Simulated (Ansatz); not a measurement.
# C₃H₈BF: small, medium and large basis sets

How large a basis does C₃H₈BF need? Two functionals are run in growing sets.

Computed with Ansatz 0.2.0, Gaussian basis. Level: one geometry, several basis sets.

Plan: PBE0-D4/def2-SVP; ωB97M-V/def2-SVP; PBE0-D4/def2-QZVPP; ωB97M-V/def2-QZVPP; the functionals' def2-TZVPP values are taken from earlier runs.

### 1 The geometry

An earlier PBE0-D4 in a triple-zeta def2 set relaxation fixed the geometry.

SMILES `BCC(C)F`, 13 atoms, charge 0, spin multiplicity 1.

Atoms are counted from 1 here; the program's logs count them from 0.

Bond lengths: B1–C2 1.550 Å, B1–H6 1.196 Å, B1–H7 1.199 Å, C2–C3 1.509 Å, C2–H8 1.097 Å, C2–H9 1.106 Å, C3–C4 1.508 Å, C3–F5 1.397 Å, C3–H10 1.096 Å, C4–H11 1.091 Å, C4–H12 1.093 Å, C4–H13 1.093 Å. Angles: C2–B1–H6 120.0°, C2–B1–H7 121.4°, H6–B1–H7 118.5°, B1–C2–C3 117.4°, B1–C2–H8 112.4°, B1–C2–H9 102.2°, C3–C2–H8 110.7°, C3–C2–H9 108.9°, H8–C2–H9 104.0°, C2–C3–C4 113.3°, C2–C3–F5 109.1°, C2–C3–H10 109.8°, C4–C3–F5 108.1°, C4–C3–H10 110.2°, F5–C3–H10 106.0°, C3–C4–H11 110.6°, C3–C4–H12 110.2°, C3–C4–H13 110.4° and more.

### 2 PBE0-D4 in def2-SVP

The input, in.yaml:

```yaml
crystal:
  periodic: [false, false, false]
  atoms:
    - {symbol: B, position_ang: [-1.435596, 1.129782, 0.250433]}
    - {symbol: C, position_ang: [-0.182785, 0.463875, 0.873459]}
    - {symbol: C, position_ang: [0.888075, -0.020512, -0.072640]}
    - {symbol: C, position_ang: [0.477560, -1.233768, -0.868847]}
    - {symbol: F, position_ang: [2.031655, -0.348824, 0.660089]}
    - {symbol: H, position_ang: [-2.403715, 1.329019, 0.924528]}
    - {symbol: H, position_ang: [-1.442044, 1.508129, -0.887615]}
    - {symbol: H, position_ang: [-0.442225, -0.317343, 1.597873]}
    - {symbol: H, position_ang: [0.231146, 1.279814, 1.495435]}
    - {symbol: H, position_ang: [1.183460, 0.791574, -0.746931]}
    - {symbol: H, position_ang: [1.298497, -1.574536, -1.501380]}
    - {symbol: H, position_ang: [-0.374359, -0.993365, -1.509846]}
    - {symbol: H, position_ang: [0.190732, -2.048644, -0.199656]}
basis:
  gaussian: {orbitals: def2-SVP}
hamiltonian: {xc: pbe0, dispersion: d4}
output: {orbitals: {seedname: orbitals}}
```

The run is started by

```
> ansatz run in.yaml --threads 4 --pin off --events-out ev --progress --plain --max-ram 10444MiB
```

The runs that follow: ωB97M-V in def2-SVP; PBE0-D4 in def2-QZVPP; ωB97M-V in def2-QZVPP.

Q: Predict the results of all the runs planned. Wanted: PBE0-D4: double and triple zeta above quadruple; ωB97M-V: double and triple zeta above quadruple.

The runs gave:

| quantity | value |
| --- | --- |
| PBE0-D4: double and triple zeta above quadruple | 7.98, 0.37 eV |
| ωB97M-V: double and triple zeta above quadruple | 8.35, 0.36 eV |

**Reading.** For PBE0-D4 the step from double to triple zeta gains 7.61 eV and the next only 0.37 eV. Total energies overstate the basis error of differences, where much of it tends to cancel.
